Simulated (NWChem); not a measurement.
**Si2H6SO2 (SMILES O[SiH](O)S[SiH3]): levels of theory compared**

We compute a comparison of 5 runs (HF/STO-3G, HF/3-21G, B3LYP/6-31G*, BLYP/6-31G**) of Si2H6SO2. 

The results are computed with NWChem 7.3.0.

## Step 1: Starting point

Si2H6SO2: 11 atoms, total charge 0, spin state singlet. As SMILES, `O[SiH](O)S[SiH3]`. Geometry: relaxed at PBE0-D4/def2-TZVP. This is one conformer, not always the lowest.

Bond lengths: O1–Si2 1.628 Å, Si2–O3 1.636 Å, Si2–S4 2.139 Å, S4–Si5 2.140 Å, O1–H6 0.959 Å, Si2–H7 1.478 Å, O3–H8 0.959 Å, Si5–H9 1.484 Å, Si5–H10 1.484 Å, Si5–H11 1.483 Å. Some angles: O1–Si2–O3 108.6°, O1–Si2–S4 113.9°, O3–Si2–S4 106.4°, Si2–S4–Si5 98.0°, O1–Si2–H7 104.7°, O3–Si2–H7 113.7°, S4–Si2–H7 109.8°, Si2–O1–H6 117.9°, Si2–O3–H8 117.5°, S4–Si5–H9 110.9°.

## Step 2: Energy and forces at HF/STO-3G (run 1)

The input, calc.nw:

```
start calc
title "H6O2SSi2 hf"
memory total 2200 mb
geometry noautosym nocenter noautoz
 O     -1.558700    -0.443500     1.408800
 Si    -0.113200    -0.849600     0.780500
 O      0.106800    -2.459100     0.974400
 S      0.056900    -0.466100    -1.317000
 Si     0.499800     1.624800    -1.202100
 H     -2.340400    -0.861800     1.043200
 H      0.862400    -0.023000     1.521100
 H      0.751700    -2.889300     0.410700
 H     -0.500500     2.332800    -0.365600
 H      1.854000     1.849900    -0.637700
 H      0.446500     2.127800    -2.595700
end
basis "ao basis" spherical bse
 * library STO-3G
end
scf
 thresh 1e-08
 maxiter 80
end
task scf gradient
```

Command:

```console
$ nwchem calc.nw > calc.out
```

The log of the run:

```text
[...]
  functions       =    43
[...]
  wavefunction    = RHF
[...]
         Total SCF energy =  -1115.628838535782
      One-electron energy =  -2305.849075918909
      Two-electron energy =    813.260198512504
 Nuclear repulsion energy =    376.960038870623
        Time for solution =      8.3s
[...]
                         RHF ENERGY GRADIENTS
    atom               coordinates                        gradient
                 x          y          z           x          y          z
   1 O      -2.945516  -0.838093   2.662246   -0.002048  -0.023461  -0.026786
   2 Si     -0.213917  -1.605511   1.474931   -0.035126  -0.020037   0.024339
   3 O       0.201823  -4.647025   1.841349    0.022665   0.012999  -0.031049
   4 S       0.107525  -0.880801  -2.488769   -0.001838  -0.018284  -0.019470
   5 Si      0.944485   3.070427  -2.271640   -0.001695  -0.010364   0.009082
   6 H      -4.422715  -1.628566   1.971362    0.013595   0.016974   0.015567
   7 H       1.629700  -0.043464   2.874462    0.017996   0.016990   0.011356
   8 H       1.420507  -5.459985   0.776110   -0.018549   0.001495   0.018743
   9 H      -0.945808   4.408353  -0.690884   -0.021747   0.013523   0.017707
  10 H       3.503552   3.495804  -1.205078    0.028832   0.003499   0.011482
  11 H       0.843763   4.020959  -4.905162   -0.002086   0.006665  -0.030970
[...]
```

Run time: 12 s. Hardware: 1 thread of AMD EPYC 7R43 (Zen 3), shared host; peak memory 0.094 GiB.

## Step 3: Energy and forces at HF/3-21G (run 2)

The input, run.py:

```python
from ase import Atoms
from ase.calculators.nwchem import NWChem

system = Atoms(['O', 'Si', 'O', 'S', 'Si', 'H', 'H', 'H', 'H', 'H', 'H'], positions=[
    [-1.558700, -0.443500, 1.408800],
    [-0.113200, -0.849600, 0.780500],
    [0.106800, -2.459100, 0.974400],
    [0.056900, -0.466100, -1.317000],
    [0.499800, 1.624800, -1.202100],
    [-2.340400, -0.861800, 1.043200],
    [0.862400, -0.023000, 1.521100],
    [0.751700, -2.889300, 0.410700],
    [-0.500500, 2.332800, -0.365600],
    [1.854000, 1.849900, -0.637700],
    [0.446500, 2.127800, -2.595700],
])

calc = NWChem(
    label='sp',
    theory='scf',
    memory='2200 mb',
    basis='3-21G',
    basispar='spherical bse',
    scf={'nopen': '0', 'rhf': None, 'thresh': '1e-08', 'maxiter': '80'},
)
system.calc = calc

forces = system.get_forces()
e = system.get_potential_energy()
print(f"E = {e:.6f} eV")
print("forces (eV/A):")
for s, f in zip(system.symbols, forces):
    print(f"{s:2s} {f[0]:10.5f} {f[1]:10.5f} {f[2]:10.5f}")
print("dipole (e A):", system.get_dipole_moment().round(4))
```

Command:

```console
$ export ASE_NWCHEM_COMMAND="nwchem PREFIX.nwi > PREFIX.nwo"
$ python run.py
```

The log of the run:

```text
E = -30554.302884 eV
forces (eV/A):
O    -0.96036    0.15889   -0.00946
Si    0.92267    0.36289    1.67662
O     0.39544   -0.75935   -0.14393
S    -0.15823   -0.98185   -0.96514
Si    0.45807    1.99219   -0.74629
H    -0.62889    0.07482    0.27737
H    -0.09914   -0.04772   -0.28519
H     0.08572   -0.69739    0.00031
H     0.03445   -0.08377    0.02386
H    -0.06284   -0.06171    0.05723
H     0.01306    0.04299    0.11457
dipole (e A): [ 0.1705  0.1594 -0.111 ]
```

The calculator wrote sp.nwi:

```
title "sp"

permanent_dir sp

scratch_dir sp

start sp

geometry units angstrom nocenter noautosym noautoz
  O  -1.5587000000000000e+00 -4.4350000000000001e-01 1.4088000000000001e+00
  Si -1.1320000000000000e-01 -8.4960000000000002e-01 7.8049999999999997e-01
  O  1.0680000000000001e-01 -2.4590999999999998e+00 9.7440000000000004e-01
  S  5.6899999999999999e-02 -4.6610000000000001e-01 -1.3169999999999999e+00
  Si 4.9980000000000002e-01 1.6248000000000000e+00 -1.2020999999999999e+00
  H  -2.3403999999999998e+00 -8.6180000000000001e-01 1.0431999999999999e+00
  H  8.6240000000000006e-01 -2.3000000000000000e-02 1.5210999999999999e+00
  H  7.5170000000000003e-01 -2.8893000000000000e+00 4.1070000000000001e-01
  H  -5.0049999999999994e-01 2.3328000000000002e+00 -3.6559999999999998e-01
  H  1.8540000000000001e+00 1.8499000000000001e+00 -6.3770000000000004e-01
  H  4.4650000000000001e-01 2.1278000000000001e+00 -2.5956999999999999e+00
end

memory 2200 mb

basis spherical bse noprint
   * library 3-21G
end

scf
  nopen 0
  rhf
  thresh 1e-08
  maxiter 80
end

task scf gradient
```

sp.nwo:

```text
Northwest Computational Chemistry Package (NWChem) 7.3.0
             --------------------------------------------------------

           Job information
           ---------------

    nwchem branch   = 7.3.0
    use scalapack   = T
    input           = sp.nwi
    prefix          = sp.
    data base       = sp/sp.db
    status          = startup
    nproc           =        1

           Memory information
           ------------------

[... 5 lines left out ...]
    hardfail = no
[... 138 lines left out ...]
         Quadratically convergent ROHF
[... 14 lines left out ...]
       Final RHF  results
[... 4 lines left out ...]
      Two-electron energy =    806.451519587373
[... 52 lines left out ...]
                       ROHF Final Molecular Orbital Analysis
[... 291 lines left out ...]
                 ----------------------------------------
                 |  Time  |  1-e(secs)   |  2-e(secs)   |
                 ----------------------------------------
                 |  CPU   |       0.01   |       2.32   |
                 ----------------------------------------
                 |  WALL  |       0.01   |       2.32   |
                 ----------------------------------------

 Task  times  cpu:       11.6s     wall:       11.6s
 Total times  cpu:       11.7s     wall:       11.7s
```

Wall time 14 s (1 thread of AMD EPYC 7R43 (Zen 3), shared host); peak memory 0.096 GiB.

Run 3 isn't shown in full; the table further down has it.

## Step 4: Energy and forces at B3LYP/6-31G(d) (Cartesian functions) (run 4)

The input, run.nw:

```
start run
memory total 2200 mb

geometry noautosym nocenter noautoz
  O    -1.558700   -0.443500    1.408800
  Si   -0.113200   -0.849600    0.780500
  O     0.106800   -2.459100    0.974400
  S     0.056900   -0.466100   -1.317000
  Si    0.499800    1.624800   -1.202100
  H    -2.340400   -0.861800    1.043200
  H     0.862400   -0.023000    1.521100
  H     0.751700   -2.889300    0.410700
  H    -0.500500    2.332800   -0.365600
  H     1.854000    1.849900   -0.637700
  H     0.446500    2.127800   -2.595700
end

basis
  * library 6-31G*
end

dft
  xc b3lyp
  grid fine
  convergence energy 1e-08
  iterations 100
  mulliken
end

task dft gradient
```

Command:

```console
$ nwchem run.nw > run.out
```

The log of the run:

```text
[...]
          Wavefunction type:  closed shell.
          No. of atoms     :    11
          No. of electrons :    66
[...]
          Charge           :     0
          Spin multiplicity:     1
[...]
          AO basis - number of functions:    99
[...]
              XC Information
              --------------
                         B3LYP Method XC Potential
                     Hartree-Fock (Exact) Exchange  0.200
                        Slater Exchange Functional  0.800 local
                    Becke 1988 Exchange Functional  0.720 non-local
              Lee-Yang-Parr Correlation Functional  0.810
                  VWN I RPA Correlation Functional  0.190 local
[...]
 d= 0,ls=0.0,diis     1  -1131.2535843612 -1.51D+03  1.67D-02  1.12D+00     7.1
[...]
 d= 0,ls=0.0,diis    10  -1131.3616535629 -3.82D-09  1.72D-07  2.40D-10    54.9
         Total DFT energy =    -1131.361653562901
      One electron energy =    -2314.869208044738
           Coulomb energy =      893.698348900354
    Exchange-Corr. energy =      -87.150833289141
 Nuclear repulsion energy =      376.960038870623
[...]
  wavefunction    = closed shell
[...]
```

Run time: 70 s. Hardware: 1 thread of AMD EPYC 7R43 (Zen 3), shared host; peak memory 0.12 GiB.

## Step 5: Energy and forces at BLYP/6-31G(d,p) (spherical functions) (run 5)

The input, mol.nw:

```
start mol
title "H6O2SSi2"
memory stack 880 mb heap 220 mb global 1100 mb
charge 0

geometry units angstrom noautosym nocenter noautoz
   O     -1.558700    -0.443500     1.408800
   Si    -0.113200    -0.849600     0.780500
   O      0.106800    -2.459100     0.974400
   S      0.056900    -0.466100    -1.317000
   Si     0.499800     1.624800    -1.202100
   H     -2.340400    -0.861800     1.043200
   H      0.862400    -0.023000     1.521100
   H      0.751700    -2.889300     0.410700
   H     -0.500500     2.332800    -0.365600
   H      1.854000     1.849900    -0.637700
   H      0.446500     2.127800    -2.595700
end

basis spherical bse
   * library 6-31G**
end

dft
   xc becke88 lyp
   grid fine
   convergence energy 1e-08
   iterations 100
   mulliken
end

task dft gradient
```

Command:

```console
$ nwchem mol.nw > mol.out
```

The log of the run:

```text
[...]
          Wavefunction type:  closed shell.
          No. of atoms     :    11
          No. of electrons :    66
[...]
          Charge           :     0
          Spin multiplicity:     1
[...]
          AO basis - number of functions:   112
[...]
              XC Information
              --------------
                    Becke 1988 Exchange Functional  1.000
              Lee-Yang-Parr Correlation Functional  1.000
[...]
 d= 0,ls=0.0,diis     1  -1131.1401168256 -1.51D+03  1.80D-02  1.03D+00     6.7
[...]
 d= 0,ls=0.0,diis    11  -1131.2538963089 -4.02D-10  1.36D-07  2.24D-10    53.9
         Total DFT energy =    -1131.253896308885
      One electron energy =    -2314.993973854819
           Coulomb energy =      893.852236150437
    Exchange-Corr. energy =      -87.072197475126
 Nuclear repulsion energy =      376.960038870623
[...]
      Total Density - Mulliken Population Analysis
     ---------------------------------------------
    Atom       Charge   Shell Charges
 -----------   ------   -------------------------------------------------------
    1 O    8     8.51   2.00  0.91  2.96  0.88  1.76  0.01
    2 Si  14    13.27   2.00  2.00  5.96  0.92  1.65  0.06  0.32  0.37
    3 O    8     8.52   2.00  0.90  2.96  0.88  1.77  0.01
    4 S   16    16.36   2.00  2.00  5.97  1.37  3.14  0.51  1.36  0.03
    5 Si  14    13.69   2.00  2.00  5.96  1.03  1.91  0.25  0.39  0.16
    6 H    1     0.68   0.49  0.15  0.04
    7 H    1     1.11   0.52  0.58  0.01
    8 H    1     0.69   0.49  0.15  0.04
    9 H    1     1.05   0.52  0.53  0.01
   10 H    1     1.06   0.52  0.53  0.01
[...]
  wavefunction    = closed shell
[...]
```

Wall time 69 s (1 thread of AMD EPYC 7R43 (Zen 3), shared host); peak memory 0.13 GiB.

## Step 6: All runs side by side

```csv
run,level,iteration cap,module,energy (Eh),dipole moment (D),HOMO energy (eV),LUMO energy (eV),wall time
1,HF/STO-3G,80,scf,-1115.628839,1.03,-7.03,10.70,12 s
2,HF/3-21G,80,scf,-1122.849930,1.24,-10.69,3.15,14 s
3,B3LYP/6-31G* (spherical functions),100,dft,-1131.352618,0.70,-7.23,0.00,56 s
4,B3LYP/6-31G* (Cartesian functions),100,dft,-1131.361654,0.71,-7.23,-0.01,70 s
5,BLYP/6-31G** (spherical functions),100,dft,-1131.253896,0.61,-6.03,-0.50,69 s
```

## Step 7: What came out

| quantity | value |
| --- | --- |
| run 5: total energy | -1131.25390 Eh |
| run 5: dipole moment | 0.61 D |
| run 5: HOMO energy | -6.03 eV |
| run 5: LUMO energy | -0.50 eV |
| run 5: HOMO–LUMO gap | 5.53 eV |
| run 5: largest force on an atom | 1.079 eV/Å |

The dipole moment (its size) runs from 0.61 D (BLYP/6-31G**) to 1.24 D (HF/3-21G). The two ends differ in method and basis. The HOMO–LUMO gap runs from 5.53 eV (BLYP/6-31G**) to 17.74 eV (HF/STO-3G). Totals of different functionals can't be ranked against each other. In run 1 the basis is minimal, so the values are rough. All runs together took 3.7 min, the longest 70 s.
